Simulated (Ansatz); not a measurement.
Geometry optimisation, DFT PBEsol, scalar-relativistic, plane waves, PAW (Ansatz).

The input (input.yaml):

```yaml
accuracy: low
crystal:
  lattice:
    - [10.025642, 0.0, 0.0]
    - [0.0, 10.025642, 0.0]
    - [0.0, 0.0, 20.519232]
  atoms:
    - { symbol: Ba, position: [0.25, 0.75, 0.4151828] }
    - { symbol: Ba, position: [0.25, 0.25, 0.4151828] }
    - { symbol: Ba, position: [0.5, 0.0, 0.0487348] }
    - { symbol: Sr, position: [0.0, 0.0, 0.0487348] }
    - { symbol: Ba, position: [0.25, 0.25, 0.1708841] }
    - { symbol: Ba, position: [0.25, 0.75, 0.1708841] }
    - { symbol: Ba, position: [0.5, 0.5, 0.2930334] }
    - { symbol: Sr, position: [0.0, 0.5, 0.2930334] }
    - { symbol: Ba, position: [0.75, 0.75, 0.1708841] }
    - { symbol: Ba, position: [0.75, 0.25, 0.1708841] }
    - { symbol: Ba, position: [0.0, 0.0, 0.2930334] }
    - { symbol: Sr, position: [0.5, 0.0, 0.2930334] }
    - { symbol: Ba, position: [0.75, 0.25, 0.4151828] }
    - { symbol: Ba, position: [0.75, 0.75, 0.4151828] }
    - { symbol: Ba, position: [0.0, 0.5, 0.0487348] }
    - { symbol: Sr, position: [0.5, 0.5, 0.0487348] }
    - { symbol: Ba, position: [0.7494453, 0.5007291, 0.5930647] }
basis:
  ecutwfc: 420.0
kpoints:
  mp_grid: { grid: [2, 2, 1] }
hamiltonian:
  xc: pbesol
scf:
  occupations: { method: fermi_dirac, width: 0.05 }
  lower_state_search: "off"
relax:
  f_tol: 0.08
  max_steps: 25
  adjacent_minimum: "off"
  constraints: [{ sites: [2, 3, 14, 15] }]
```

Run as:

```bash
$ ansatz run input.yaml --threads 4 --pin off --max-ram 10240MiB --backend cpu --events-out ev --progress --plain --runs-dir out
```

Q: Where does it end, and by what steps?

A: The forces met the threshold. The threshold is loose, so the end isn't yet a minimum. The force dipped under the threshold on the way, but the program's further checks kept it going. Limits of this set-up: coarse k mesh, slab without dipole correction, low accuracy level. After 18 steps the energy has fallen by 0.895 eV; Ba17 moved furthest, 3.10 Å. Joined: Ba1–Ba17, Ba2–Ba17, Ba7–Ba17.

| step | energy less start (eV) | largest force component (eV/Å) | accepted |
| --- | --- | --- | --- |
| 0 | 0.0000 | 0.258 | yes |
| 1 | -0.1023 | 0.194 | yes |
| 2 | -0.1903 | 0.163 | yes |
| 3 | -0.2406 | 0.143 | yes |
| 4 | -0.2854 | 0.132 | yes |
| 5 | -0.3297 | 0.132 | yes |
| 6 | -0.3770 | 0.140 | yes |
| 7 | -0.4292 | 0.181 | yes |
| 8 | -0.4870 | 0.218 | yes |
| 9 | -0.5483 | 0.246 | yes |
| 10 | -0.6114 | 0.258 | yes |
| 11 | -0.6731 | 0.249 | yes |
| 12 | -0.7278 | 0.219 | yes |
| 13 | -0.7759 | 0.175 | yes |
| 14 | -0.8152 | 0.138 | yes |
| 15 | -0.8505 | 0.092 | yes |
| 16 | -0.8762 | 0.049 | yes |
| 17 | -0.8902 | 0.021 | yes |
| 18 | -0.8950 | 0.046 | yes |

```xyz
17
Lattice="10.0256 0.0000 0.0000 0.0000 10.0256 0.0000 0.0000 0.0000 20.5192" Properties=species:S:1:pos:R:3
Ba 2.404 7.626 8.031
Ba 2.405 2.400 8.031
Ba 5.013 0.000 1.000
Sr 0.000 0.000 1.000
Ba 2.558 2.557 3.453
Ba 2.558 7.470 3.453
Ba 5.041 5.013 5.875
Sr -0.006 5.012 5.568
Ba 7.494 7.501 3.437
Ba 7.494 2.524 3.437
Ba 0.042 -0.002 5.492
Sr 5.021 0.000 5.582
Ba 7.665 2.382 8.048
Ba 7.666 7.645 8.047
Ba 0.000 5.013 1.000
Sr 5.013 5.013 1.000
Ba 5.039 5.012 10.302
```

Whether the end is a true minimum wasn't checked by a vibrational analysis.

Time of the run: 7 min on 4 threads of Arm Neoverse N1, on a shared host, peak memory 4.5 GiB.
